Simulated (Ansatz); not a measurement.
# C3H7NOSi: the cost of one run

Method: RKS CAM-B3LYP-D4/STO-3G, in Ansatz 0.2.0.

**1. Starting point**

Bond lengths: C1–C2 1.373 Å, C2–N3 1.381 Å, N3–Si4 1.828 Å, N3–C5 1.371 Å, C5–O6 1.236 Å, C1–H7 1.051 Å, C1–H8 1.104 Å, C2–H9 1.116 Å, Si4–H10 1.483 Å, Si4–H11 1.410 Å, Si4–H12 1.484 Å, C5–H13 1.120 Å. Angles (14 of 18 angles, heavy atoms first): C1–C2–N3 129.2°, C2–N3–Si4 123.9°, C2–N3–C5 121.0°, Si4–N3–C5 114.8°, N3–C5–O6 126.8°, C1–C2–H9 118.5°, N3–C2–H9 112.2°, C2–C1–H7 118.6°, C2–C1–H8 121.4°, N3–Si4–H10 106.4°, N3–Si4–H11 109.8°, N3–Si4–H12 105.9°, N3–C5–H13 116.7°, O6–C5–H13 116.4°.

Structure file:

```xyz
13

C    -0.1817   -2.0314   -0.5755
C    -0.5396   -1.0576    0.3231
N    -0.1941    0.2793    0.3446
Si    0.9316    1.0609   -0.8650
C    -0.5729    1.0889    1.3839
O    -1.2810    0.7743    2.3471
H    -0.5832   -2.9953   -0.4598
H     0.4189   -1.7948   -1.4709
H    -1.1598   -1.3479    1.2049
H     0.7744    2.5264   -0.6967
H     2.2528    0.6214   -0.6403
H     0.4188    0.6769   -2.2038
H    -0.2639    2.1641    1.3233
```

**2. Preparing the start**

Contents of input.yaml:

```yaml
crystal:
  periodic: [false, false, false]
  atoms:
    - { symbol: C, position_ang: [-0.1817, -2.0314, -0.5755] }
    - { symbol: C, position_ang: [-0.5396, -1.0576, 0.3231] }
    - { symbol: "N", position_ang: [-0.1941, 0.2793, 0.3446] }
    - { symbol: Si, position_ang: [0.9316, 1.0609, -0.865] }
    - { symbol: C, position_ang: [-0.5729, 1.0889, 1.3839] }
    - { symbol: O, position_ang: [-1.281, 0.7743, 2.3471] }
    - { symbol: H, position_ang: [-0.5832, -2.9953, -0.4598] }
    - { symbol: H, position_ang: [0.4189, -1.7948, -1.4709] }
    - { symbol: H, position_ang: [-1.1598, -1.3479, 1.2049] }
    - { symbol: H, position_ang: [0.7744, 2.5264, -0.6967] }
    - { symbol: H, position_ang: [2.2528, 0.6214, -0.6403] }
    - { symbol: H, position_ang: [0.4188, 0.6769, -2.2038] }
    - { symbol: H, position_ang: [-0.2639, 2.1641, 1.3233] }
basis:
  gaussian: { orbitals: STO-3G }
hamiltonian:
  xc: cam_b3lyp
  dispersion: d4
relax:
  f_tol: 0.02
  max_steps: 40
scf:
  lower_state_search: "off"
```

Started as:

```
$ ansatz run input.yaml --threads 1 --pin off --max-ram 2048MiB --backend cpu --events-out ev --progress --plain --runs-dir out
```

What time and memory should one allow on 1 thread of Arm Neoverse V1, shared host?

About 32 s, with a peak of 0.14 GiB.
